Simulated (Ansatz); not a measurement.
**AsH3+ (doublet): wave-function methods side by side, cc-pVTZ**

One table from this session's results is given with a row withheld; the runs are named, their logs left out.

The runs use Ansatz 0.2.0, Gaussian basis; cc-pVTZ, core rule «outside noble gas», up to 14 orbitals frozen.

Plan: UHF; CCSD(T) on ROHF; CCSD(T) on UHF; BCCD(T) on ROHF; CCSDT(Q) on ROHF; CCSDT(Q) on UHF; CASSCF and MRCISD+Q, 7 electrons in 7 orbitals; CASSCF and NEVPT2, 7 electrons in 7 orbitals.

14 further runs of the same task are left out: 8 that didn't finish, 6 set aside as unsound or not needed. Runs told in other sessions of the task aren't counted.

**The system**

The geometry is a PBE0/def2-TZVP stationary point (not a proven minimum) of the parent state, kept for this charge and spin. No spin-orbit coupling is included. The filled d shell of As may be among the frozen orbitals whatever the setting's name suggests.

4 atoms, charge 1, spin multiplicity 2.

Atoms are counted from 1 here; the program's logs count them from 0.

Bond lengths: As1–H2 1.522 Å, As1–H3 1.522 Å, As1–H4 1.522 Å. Angles: H2–As1–H3 92.0°, H2–As1–H4 92.0°, H3–As1–H4 92.0°.

The first run:

in.yaml

```yaml
crystal:
  periodic: [false, false, false]
  atoms:
    - {symbol: As, position_ang: [0.000180, 0.000018, -0.032875]}
    - {symbol: H, position_ang: [1.259297, 0.013995, 0.821503]}
    - {symbol: H, position_ang: [-0.648855, 1.086822, 0.811601]}
    - {symbol: H, position_ang: [-0.623856, -1.102121, 0.810570]}
basis:
  gaussian: {orbitals: cc-pVTZ}
total_charge: 1
magnetization: {spin_polarized: true, initial_magnetization: 1}
hamiltonian: {xc: hf}
output: {orbitals: {seedname: orbitals}}
```

Run with:

```
$ ansatz run in.yaml --threads 1 --pin off --events-out ev --progress --plain --max-ram 2393MiB
```

Steps of the session up to this table: UHF; CCSD(T) on ROHF; CCSD(T) on UHF; BCCD(T) on ROHF; CCSDT(Q) on ROHF; CCSDT(Q) on UHF; CASSCF and MRCISD+Q, 7 electrons in 7 orbitals; CASSCF and NEVPT2, 7 electrons in 7 orbitals.

One table of the session follows, with a row left open; its other results are not shown here.

| method | from UCCSDT(Q) (meV) |
| --- | --- |
| ROHF | +4315.3 |
| UHF | +4250.0 |
| RMP2 | +853.7 |
| UMP2 | +849.7 |
| RCCSD | +148.2 |
| UCCSD | +141.9 |
| RCCSD(T) | +30.4 |
| UCCSD(T) | +25.4 |
| BCCD(T) | +30.1 |
| RCCSDT | +8.3 |
| UCCSDT | +3.0 |
| RCCSDT(Q) | +5.4 |
| UCCSDT(Q) | 0 |
| CASSCF valence | +2802.0 |
| NEVPT2 valence | +726.4 |
| MRCISD valence | +147.9 |
| MRCISD+Q valence | ? |

Q: Estimate the row for MRCISD+Q valence from the others.

**Answer.** from UCCSDT(Q) (meV): +24.2. In the column «from UCCSDT(Q) (meV)» it lies between RCCSDT (+8.3) and UCCSD(T) (+25.4).

To keep in mind: Restricted and unrestricted rows rest on different reference determinants; a gap between their highest levels can come from leftover correlation error, from unlike frozen cores or from another state.
